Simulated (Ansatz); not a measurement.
**C6H5BF2: taking an electron away**

How much energy removes an electron from C6H5BF2 at fixed geometry? The cation is run at each level and the neutral's energy taken from earlier runs.

The runs use Ansatz 0.2.0, Gaussian basis; unrestricted cation, the program's frozen cores in correlated methods.

Plan: UKS PBE-D4/def2-TZVPP; UKS r2SCAN-D4/def2-TZVPP; UKS PBE0-D4/def2-TZVPP; UKS B3LYP-D4/def2-TZVPP; UKS wB97X-V/def2-TZVPP; UKS wB97M-V/def2-TZVPP; UKS B2PLYP/def2-TZVPP; UHF-CCSD(T)/def2-TZVPP; UHF-MP2/def2-QZVPP; extrapolation to the limit; then −ε(HOMO) from the neutral's earlier runs with LDA (SPW92), PBE-D4, revPBE-D4, BLYP-D4, r2SCAN-D4, B97M-V, PBE0-D4, B3LYP-D4, r2SCANh-D4, r2SCAN0-D4, HSE06-D4, BHLYP-D4, CAM-B3LYP-D4, LC-ωPBE, ωB97X-V, ωB97M-V.

### 1 The relaxed structure

The geometry comes from an earlier relaxation with PBE0-D4/def2-TZVP; it is a stationary point, not always the lowest conformer.

SMILES `FB(F)c1ccccc1`, 14 atoms, charge 0, spin multiplicity 1.

Atoms are counted from 1 here; the program's logs count them from 0.

Bond lengths: F1–B2 1.324 Å, B2–F3 1.324 Å, B2–C4 1.543 Å, C4–C5 1.397 Å, C4–C9 1.397 Å, C5–C6 1.384 Å, C5–H10 1.085 Å, C6–C7 1.388 Å, C6–H11 1.084 Å, C7–C8 1.388 Å, C7–H12 1.084 Å, C8–C9 1.384 Å, C8–H13 1.084 Å, C9–H14 1.085 Å. Angles: F1–B2–F3 116.4°, F1–B2–C4 121.8°, F3–B2–C4 121.8°, B2–C4–C5 120.7°, B2–C4–C9 120.7°, C5–C4–C9 118.7°, C4–C5–C6 120.7°, C4–C5–H10 119.4°, C6–C5–H10 119.9°, C5–C6–C7 119.8°, C5–C6–H11 120.2°, C7–C6–H11 120.0°, C6–C7–C8 120.3°, C6–C7–H12 119.9°, C8–C7–H12 119.9°, C7–C8–C9 119.8°, C7–C8–H13 120.0°, C9–C8–H13 120.2° and more.

### 2 Cation, UKS PBE-D4/def2-TZVPP

in.yaml

```yaml
crystal:
  periodic: [false, false, false]
  atoms:
    - {symbol: F, position_ang: [-1.057009, -2.865656, -1.218933]}
    - {symbol: B, position_ang: [-0.601232, -2.314525, -0.105129]}
    - {symbol: F, position_ang: [-0.495579, -3.111771, 0.946191]}
    - {symbol: C, position_ang: [-0.213826, -0.822419, -0.035976]}
    - {symbol: C, position_ang: [-0.333409, -0.002430, -1.161208]}
    - {symbol: C, position_ang: [0.013744, 1.336427, -1.100784]}
    - {symbol: C, position_ang: [0.485963, 1.873565, 0.089019]}
    - {symbol: C, position_ang: [0.611232, 1.073885, 1.216831]}
    - {symbol: C, position_ang: [0.263404, -0.264645, 1.153128]}
    - {symbol: H, position_ang: [-0.702616, -0.423871, -2.089778]}
    - {symbol: H, position_ang: [-0.082556, 1.964092, -1.979135]}
    - {symbol: H, position_ang: [0.758090, 2.922090, 0.137644]}
    - {symbol: H, position_ang: [0.980287, 1.497057, 2.143902]}
    - {symbol: H, position_ang: [0.360607, -0.890999, 2.033130]}
basis:
  gaussian: {orbitals: def2-TZVPP}
total_charge: 1
magnetization: {spin_polarized: true, initial_magnetization: 1}
hamiltonian: {xc: pbe, dispersion: d4}
```

Started as:

```console
$ ansatz run in.yaml --threads 2 --pin off --events-out ev --progress --plain --max-ram 31744MiB --backend cuda --devices 0, --max-vram 18GiB
```

After this run come: Cation, UKS r2SCAN-D4/def2-TZVPP; Cation, UKS PBE0-D4/def2-TZVPP; Cation, UKS B3LYP-D4/def2-TZVPP; Cation, UKS wB97X-V/def2-TZVPP; Cation, UKS wB97M-V/def2-TZVPP; Cation, UKS B2PLYP (frozen core)/def2-TZVPP; Cation, UHF-CCSD(T)/def2-TZVPP; Cation, UHF-MP2/def2-QZVPP.

Q: Predict the results of all the runs planned. Wanted: ionisation energy, CCSD(T)/CBS; nearest functional by difference; nearest −ε(HOMO); −ε(HOMO) of PBE; T1 of the cation.

**Answer**, as computed:

| quantity | value |
| --- | --- |
| ionisation energy, CCSD(T)/CBS | 9.83 eV |
| nearest functional by difference | B3LYP-D4 (-0.18 eV) |
| nearest −ε(HOMO) | ωB97X-V (+0.01 eV) |
| −ε(HOMO) of PBE | 6.70 eV |
| T1 of the cation | 0.020 |

**Reading.** Energy differences with functionals land within 0.27 eV of the reference. −ε(HOMO) of PBE misses by 3.1 eV, since self-interaction lifts the level. Among orbital estimates ωB97X-V comes nearest. Hartree-Fock falls 1.60 eV short, as the neutral has more correlation energy than the cation.
